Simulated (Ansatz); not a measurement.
A run of Ansatz 0.2.0 is set up as follows.

The input input.yaml:

```yaml
crystal:
  lattice:
    - [2.29552, 0.0, 0.0]
    - [0.0, 2.29552, 0.0]
    - [0.0, 0.0, 23.8]
  atoms:
    - { symbol: V, position: [0.5, 0.5, 0.29412], spin: 2.0 }
kpoints:
  mp_grid: { grid: [11, 11, 1] }
scf:
  occupations: { method: fermi_dirac, width: 0.05 }
hamiltonian:
  xc: pbesol
  pseudopotentials: { kind: all_electron, lapw: { basis_error: 0.002 } }
magnetization:
  spin_polarized: true
output:
  forces: true
  stress: true
  eigenvalues: true
```

Potentials or basis: all-electron LAPW, scalar-relativistic.

Launch:

```bash
$ ansatz run input.yaml --threads 2 --pin off --max-ram 8192MiB --backend cpu --events-out ev --progress --plain --runs-dir out
```

Question: Estimate the absolute moment.

Answer: 0.00 μB per cell.

Question: Estimate the net moment.

Answer: 0.00 μB per cell.

Question: Predict the band gap on the k mesh.

Answer: None (metal or under the smearing width).

Question: Estimate the work function.

Answer: 5.14 eV.

Stress tensor (GPa, compression positive):
```
-0.96  0.00  0.00
 0.00 -0.96  0.00
 0.00  0.00  0.00
```

Caveat: the starting moments weren't kept.
